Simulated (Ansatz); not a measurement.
# C2H7BN2: the cost of one run

Program: Ansatz 0.2.0. Level of theory: RKS PBE0-D4/def2-SVP. These are calculated values, not measurements.

## 1. The starting structure

Bond lengths: C1–C2 1.489 Å, C2–N3 1.398 Å, C2–B4 1.574 Å, N3–B4 1.530 Å, B4–N5 1.541 Å, C1–H6 1.169 Å, C1–H7 1.136 Å, C1–H8 1.051 Å, C2–H9 1.120 Å, N3–H10 1.072 Å, N5–H11 1.021 Å, N5–H12 1.039 Å. Angles (14 of 21 angles, heavy atoms first): C1–C2–N3 110.0°, C1–C2–B4 116.7°, N3–C2–B4 61.6°, C2–N3–B4 64.9°, C2–B4–N3 53.5°, C2–B4–N5 150.0°, N3–B4–N5 156.0°, C1–C2–H9 121.1°, N3–C2–H9 114.7°, B4–C2–H9 117.4°, C2–C1–H6 108.2°, C2–C1–H7 108.8°, C2–C1–H8 115.5°, C2–N3–H10 110.5°.

As a file:

```xyz
12

C    -1.2886    0.5959    0.9201
C     0.0267    0.7818    0.2481
N     0.9927   -0.0277    0.8538
B     0.5874   -0.4467   -0.5608
N     0.5389   -1.3644   -1.7983
H    -2.1280    0.9141    0.1718
H    -1.3777    1.3483    1.7666
H    -1.4797   -0.3730    1.2793
H     0.3879    1.8005   -0.0466
H     1.9687    0.4003    0.7359
H     1.5125   -1.3698   -2.1045
H     0.3361   -2.3145   -1.4313
```

## 2. Relaxing end A

input.yaml reads:

```yaml
crystal:
  periodic: [false, false, false]
  atoms:
    - { symbol: C, position_ang: [-1.2886, 0.5959, 0.9201] }
    - { symbol: C, position_ang: [0.0267, 0.7818, 0.2481] }
    - { symbol: "N", position_ang: [0.9927, -0.0277, 0.8538] }
    - { symbol: B, position_ang: [0.5874, -0.4467, -0.5608] }
    - { symbol: "N", position_ang: [0.5389, -1.3644, -1.7983] }
    - { symbol: H, position_ang: [-2.128, 0.9141, 0.1718] }
    - { symbol: H, position_ang: [-1.3777, 1.3483, 1.7666] }
    - { symbol: H, position_ang: [-1.4797, -0.373, 1.2793] }
    - { symbol: H, position_ang: [0.3879, 1.8005, -0.0466] }
    - { symbol: H, position_ang: [1.9687, 0.4003, 0.7359] }
    - { symbol: H, position_ang: [1.5125, -1.3698, -2.1045] }
    - { symbol: H, position_ang: [0.3361, -2.3145, -1.4313] }
basis:
  gaussian: { orbitals: def2-SVP }
hamiltonian:
  xc: pbe0
  dispersion: d4
relax:
  f_tol: 0.015
  max_steps: 40
```

Started as:

```
ansatz run input.yaml --threads 2 --pin off --max-ram 3072MiB --backend cpu --events-out ev --progress --plain --runs-dir out
```

Q: Estimate wall time and peak memory on 2 threads of Arm Neoverse V1, shared host.

About 48 s, with a peak of 0.22 GiB.
